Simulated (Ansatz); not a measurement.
# CsLiCr2Te2S3 (Cm) in Ansatz: further runs, part 2 of 2

Ansatz 0.2.0. Earlier steps stand in the parts before.

## Step 3: Electric field gradients, PBE, collinear spin, ferromagnetic start

Input file input.yaml:

```yaml
crystal:
  lattice:
    - [3.42162, -5.18069, 0.00784]
    - [3.42162, 5.18069, 0.00784]
    - [-2.90411, 0.0, 7.43093]
  atoms:
    - { symbol: Cs, position: [0.09374, 0.09374, 0.00853] }
    - { symbol: Li, position: [0.58875, 0.58875, 0.55336] }
    - { symbol: Cr, position: [0.05646, 0.46755, 0.5579], spin: 3.0 }
    - { symbol: Cr, position: [0.46755, 0.05646, 0.5579], spin: 3.0 }
    - { symbol: Te, position: [0.56486, 0.87357, 0.29035] }
    - { symbol: Te, position: [0.87357, 0.56486, 0.29035] }
    - { symbol: S, position: [0.81151, 0.39697, 0.73347] }
    - { symbol: S, position: [0.39697, 0.81151, 0.73347] }
    - { symbol: S, position: [0.21404, 0.21404, 0.48371] }
kpoints:
  mp_grid: { grid: [5, 5, 4] }
scf:
  occupations: { method: fermi_dirac, width: 0.05 }
hamiltonian:
  xc: pbe
  pseudopotentials: { kind: all_electron, datasets: crystal }
magnetization:
  spin_polarized: true
output:
  forces: true
  stress: true
  eigenvalues: true
  efg: {}
  elf: true
  volumetric_format: npy
```

Potentials or basis: all-electron PAW datasets made for the crystal.

Run with:

```sh
ansatz run input.yaml --threads 8 --pin off --max-ram 24576MiB --backend cpu --events-out ev --progress --plain --runs-dir out
```

Standard output:

```text
Warning: RAYON_NUM_THREADS=8 ignored (pool sized by the plan → 8); use --threads N
hamiltonian.pseudopotentials.datasets: crystal makes datasets for this crystal and solves the spheres of its atoms anew in each pass: cutoff 300.0 eV, the density's 1200.0 eV; for an error of 0.50 meV an atom under PBE, 4.5 meV for the cell; an energy difference from a run of another recipe may be off by several times the error for the cell, under r2SCAN by more, where some 0.1 meV an atom stays at smaller errors; Li in spheres of 1.376 Å, 1 of its electrons in bands; S in spheres of 0.953 Å, 6 of its electrons in bands; Cr in spheres of 1.244 Å, 14 of its electrons in bands; Te in spheres of 1.259 Å, 16 of its electrons in bands; Cs in spheres of 1.376 Å, 19 of its electrons in bands
band count auto-derived: 69 (N_el = 98.0; filled up to band 49; 63 by the electrons, moments and atoms)
Te, Cs: output.efg is read without spin–orbit coupling, which moves field gradients at and beside such atoms by some per cent and up to a factor of two; PAW files take it under magnetization.noncollinear and magnetization.spin_orbit
Engine: ansatz 0.2.0, x86_64-unknown-linux-gnu
Pseudopotentials: kind: all_electron
Pseudopotential: Cs, paw, valence charge 19, recommended cutoff 300 eV (normal), crystal/all_electron/pbe/scalar/gaussian/Cs, Koelling and Harmon's equation, gaussian nucleus
Pseudopotential: Li, paw, valence charge 1, recommended cutoff 300 eV (normal), crystal/all_electron/pbe/scalar/gaussian/Li, Koelling and Harmon's equation, gaussian nucleus
Pseudopotential: Cr, paw, valence charge 14, recommended cutoff 300 eV (normal), crystal/all_electron/pbe/scalar/gaussian/Cr, Koelling and Harmon's equation, gaussian nucleus
Pseudopotential: Te, paw, valence charge 16, recommended cutoff 300 eV (normal), crystal/all_electron/pbe/scalar/gaussian/Te, Koelling and Harmon's equation, gaussian nucleus
Pseudopotential: S, paw, valence charge 6, recommended cutoff 300 eV (normal), crystal/all_electron/pbe/scalar/gaussian/S, Koelling and Harmon's equation, gaussian nucleus
Functional definition: PBE
  parameter kappa = 0.804
  parameter beta = 0.06672455060314922
  exchange = pbe_x(kappa = kappa, mu = beta*pi^2/3)
  correlation = pbe_c(beta = beta)
a search for the magnetic state begins, with frozen cores and fixed partial waves. It gives no result and prints no iterations
the search for the magnetic state of this step took 17 SCF iterations with frozen cores. It stayed in its first state, in which the spheres begin
Crystal: 9 atoms, lattice volume = 263.682 Å³
Basis set: ecut = 300 eV, 3135 PW (Γ), exchange–correlation on 72×72×96 points (8 copies of the dense FFT grid, shifted against one another)
Bands: 69, of which v1, the nominal top of the filled ones, is band 49 counted from 1 (48 counted from 0)
Symmetry: 2 space group operations
Space group: Cm (ITA 8), of the structure as read, at distance tolerance 6.4e-5 Å
Magnetic group: BNS 8.32 (UNI 39), of the structure as read, at distance tolerance 6.4e-5 Å
k-points: 33 of 100 (time reversal used)
Non-local potential: Cs, projectors of the file, l = 0: 2, l = 1: 1, l = 2: 3, l = 3: 2
Non-local potential: Li, projectors of the file, l = 0: 1, l = 1: 1
[... 60 lines left out ...]
  Σ components = -671643.956929   (vs F -671643.956929, Δ=0.00e0)
  The terms above E_closure are by the made datasets' own strengths, without shells solved beside the bands.
--- Forces (eV/Å), atoms counted from 1 ---
  atom   1  Cs     0.00168107     0.00000000     0.00186202
  atom   2  Li    -0.00064873     0.00000000     0.00164762
  atom   3  Cr    -0.00251277    -0.00748197     0.00145347
  atom   4  Cr    -0.00251277     0.00748197     0.00145347
  atom   5  Te     0.00464391     0.01384757    -0.00573802
  atom   6  Te     0.00464391    -0.01384757    -0.00573802
  atom   7  S     -0.00478598     0.00233187     0.00331019
  atom   8  S     -0.00478598    -0.00233187     0.00331019
  atom   9  S      0.00421449     0.00000000    -0.00153804
  max |Σ_I F_I| component: 6.28e-5 eV/Å
--- Stress (GPa, compression-positive) ---
        0.015784      -0.000000      -0.008864
       -0.000000      -0.027363       0.000000
       -0.008864       0.000000       0.027659
  P = ⅓ Tr σ = 0.0054 GPa (0.054 kbar)
--- PAW observables at the nuclei: V_zz in 10²¹ V/m², potentials from the cell's mean, atoms counted from 1 ---
  atom   1  Cs V_zz =    +2.191583   η = 0.2380   by run symmetry: allowed
            electrostatic potential = -9372.912621 V   contact ρ = 1900305.485904 e/Å³   contact ρ_s (e/Å³): all electrons +0.035203, valence +0.035580
  atom   2  Li V_zz =    +0.062560   η = 0.3679   by run symmetry: allowed
            electrostatic potential = -167.707325 V   contact ρ = 94.390720 e/Å³   contact ρ_s (e/Å³): all electrons +0.013875, valence +0.013368
  atom   3  Cr V_zz =    +2.225462   η = 0.9687   by run symmetry: allowed
            electrostatic potential = -2853.875122 V   contact ρ = 76380.551421 e/Å³   contact ρ_s (e/Å³): all electrons -0.820690, valence +4.324914
  atom   4  Cr V_zz =    +2.225462   η = 0.9687   by run symmetry: allowed
            electrostatic potential = -2853.875122 V   contact ρ = 76380.551421 e/Å³   contact ρ_s (e/Å³): all electrons -0.820690, valence +4.324914
  atom   5  Te V_zz =   +21.481146   η = 0.4161   by run symmetry: allowed
            electrostatic potential = -8644.183425 V   contact ρ = 1468585.628493 e/Å³   contact ρ_s (e/Å³): all electrons -0.624811, valence -0.562111
  atom   6  Te V_zz =   +21.481146   η = 0.4161   by run symmetry: allowed
            electrostatic potential = -8644.183425 V   contact ρ = 1468585.628493 e/Å³   contact ρ_s (e/Å³): all electrons -0.624811, valence -0.562111
  atom   7  S  V_zz =    +3.015251   η = 0.8066   by run symmetry: allowed
            electrostatic potential = -1631.672296 V   contact ρ = 19785.932967 e/Å³   contact ρ_s (e/Å³): all electrons -0.080821, valence -0.109735
  atom   8  S  V_zz =    +3.015251   η = 0.8066   by run symmetry: allowed
            electrostatic potential = -1631.672296 V   contact ρ = 19785.932967 e/Å³   contact ρ_s (e/Å³): all electrons -0.080821, valence -0.109735
  atom   9  S  V_zz =    -3.104108   η = 0.6217   by run symmetry: allowed
            electrostatic potential = -1631.716021 V   contact ρ = 19785.725174 e/Å³   contact ρ_s (e/Å³): all electrons +0.503135, valence +0.466790
--- Band table (eV; the first three rows and the last of 66) ---
  k-point 0 ↑: bands = ["-65.9783", "-65.9774", "-62.3046", "-62.3040", "-62.3030", "-62.2990", "-62.2987", "-37.3893", "-37.3843", "-37.3636", "-37.3555", "-37.2629", "-37.2617", "-29.4705", "-29.4508", "-29.4464", "-29.4433", "-29.4413", "-29.4333", "-29.3961", "-29.3942", "-29.3900", "-29.3892", "-14.8241", "-6.2738", "-5.5756", "-5.4542", "-4.0622", "-2.8277", "-1.6723", "-1.6462", "-1.6449", "1.7405", "2.4487", "2.6241", "2.8192", "3.1359", "3.3930", "3.5186", "3.6101", "3.6701", "4.4614", "4.5222", "4.7217", "4.9285", "5.1854", "5.7802", "5.8322", "6.1493", "6.5303", "6.5549", "6.7083", "7.1645", "7.6948", "8.0142", "8.6062", "8.9469", "9.9100", "10.9997", "11.3864", "11.7583", "12.0416"]
  k-point 1 ↑: bands = ["-65.9783", "-65.9774", "-62.3046", "-62.3040", "-62.3030", "-62.2990", "-62.2987", "-37.3893", "-37.3843", "-37.3636", "-37.3555", "-37.2629", "-37.2617", "-29.4705", "-29.4508", "-29.4464", "-29.4433", "-29.4413", "-29.4333", "-29.3961", "-29.3942", "-29.3900", "-29.3892", "-14.8240", "-6.2765", "-5.5710", "-5.4544", "-4.0694", "-2.8292", "-1.6731", "-1.6448", "-1.6386", "1.7481", "2.4684", "2.7185", "2.8193", "3.1375", "3.3932", "3.4977", "3.6032", "3.6695", "4.3815", "4.4912", "4.7531", "4.8554", "5.1948", "5.7632", "5.8367", "6.1502", "6.5341", "6.5644", "6.7510", "7.1112", "7.6490", "7.7912", "8.6010", "8.9353", "10.3342", "10.8899", "11.5396", "11.6552", "12.1486"]
  k-point 2 ↑: bands = ["-65.9783", "-65.9774", "-62.3046", "-62.3040", "-62.3030", "-62.2990", "-62.2987", "-37.3893", "-37.3843", "-37.3636", "-37.3555", "-37.2629", "-37.2617", "-29.4705", "-29.4508", "-29.4464", "-29.4433", "-29.4413", "-29.4333", "-29.3961", "-29.3942", "-29.3900", "-29.3892", "-14.8240", "-6.2791", "-5.5665", "-5.4545", "-4.0767", "-2.8306", "-1.6732", "-1.6433", "-1.6330", "1.7557", "2.4839", "2.8198", "2.8446", "3.1252", "3.3985", "3.4814", "3.5240", "3.7335", "4.2970", "4.4623", "4.7737", "4.7839", "5.2021", "5.7462", "5.8382", "6.1496", "6.5358", "6.5731", "6.7937", "7.0703", "7.5926", "7.6173", "8.5955", "8.9231", "10.6085", "11.2536", "11.5402", "11.8145", "11.8295"]
  k-point 32 ↓: bands = ["-63.6387", "-63.6379", "-62.3047", "-62.3041", "-62.3032", "-62.2994", "-62.2992", "-35.0811", "-35.0784", "-35.0501", "-35.0474", "-34.9947", "-34.9812", "-29.5132", "-29.4916", "-29.4859", "-29.4843", "-29.4817", "-29.4729", "-29.4261", "-29.4256", "-29.4225", "-29.4217", "-14.8237", "-6.0489", "-5.8194", "-5.5224", "-4.0114", "-3.4936", "-1.6924", "-1.6515", "-1.6095", "2.3272", "2.6281", "2.9092", "3.1682", "3.4575", "3.6605", "3.7993", "4.0035", "4.1162", "4.4032", "4.4992", "4.8660", "5.5305", "6.2996", "6.7279", "7.7327", "7.8934", "8.0814", "8.1227", "8.4756", "8.6110", "8.8720", "9.0032", "9.0320", "9.5980", "11.2889", "11.3414", "11.7202", "12.1590", "12.2591"]
```

Wall time 55 s (8 threads of AMD EPYC 9R45 (Zen 5), shared host); peak memory 7.1 GiB.

What came out:

```yaml
Free_energy: -671643.9569 eV
Pressure: 0.0 GPa
Largest_force: 0.016 eV/Å
Band_gap_on_the_k_mesh: none (metal or under the smearing width)
Net_moment: 4.01 μB per cell
Absolute_moment: 5.78 μB per cell
Site_moments: Cs -0.00; Li +0.00; Cr +2.03; Te -0.13; S -0.06, -0.05 μB
```

Forces on the atoms (eV/Å):
```
Cs   0.002  0.000  0.002
Li  -0.001  0.000  0.002
Cr  -0.003 -0.007  0.001
Cr  -0.003  0.007  0.001
Te   0.005  0.014 -0.006
Te   0.005 -0.014 -0.006
S   -0.005  0.002  0.003
S   -0.005 -0.002  0.003
S    0.004  0.000 -0.002
```

Caveat: only a ferromagnetic start was run, and an antiferromagnetic order may lie lower in energy. Spin-orbit coupling is left out, which matters for the levels of Cs, Te.

## Step 4: The reference run

An earlier run on the cell as given: functional PBE; potentials or basis all-electron LAPW, scalar-relativistic; cutoff 318 eV (chosen from the basis error); basis error allowed 0.001 eV/atom; k mesh 5 × 5 × 4; occupations fermi-dirac, width 0.05 eV; collinear spin, ferromagnetic start; starting moments [0.0, 0.0, 3.0, 3.0, 0.0, 0.0, 0.0, 0.0, 0.0] μB.

- Pressure: 0.0 GPa
- Largest force: 0.016 eV/Å
- Band gap on the k mesh: none (metal or under the smearing width)
- Net moment: 4.01 μB per cell
- Absolute moment: 5.75 μB per cell
- Site moments: Cs -0.00; Li +0.00; Cr +2.22; Te -0.18; S -0.06, -0.05 μB
- Loewdin charges: Cs +0.77; Li +0.64; Cr +0.52; Te -0.25; S -0.49, -0.50 e

## Step 5: The runs side by side

| task | potentials or basis | cutoff (eV) | basis error allowed | gap on the mesh (eV) | pressure (GPa) | moment (μB) | largest force (eV/Å) |
| --- | --- | --- | --- | --- | --- | --- | --- |
| density of states | all-electron PAW datasets made for the crystal | 300 | - | none | 0.0 | 4.01 | 0.02 |
| electric field gradients | all-electron PAW datasets made for the crystal | 300 | - | none | 0.0 | 4.01 | 0.02 |
| single point | all-electron LAPW, scalar-relativistic | 318 | 0.001 eV/atom | none | 0.0 | 4.01 | 0.02 |

Alike in all rows: level PBE; spin collinear, ferromagnetic start; cell as given; k mesh 5 × 5 × 4; smearing fermi-dirac 0.05 eV.

Caveats: only a ferromagnetic start was run, and an antiferromagnetic order may lie lower in energy; the program warned that the printed levels may be off, so bands, gaps and densities of states are rough (some runs).

Compare energies only between runs with the same functional and basis.
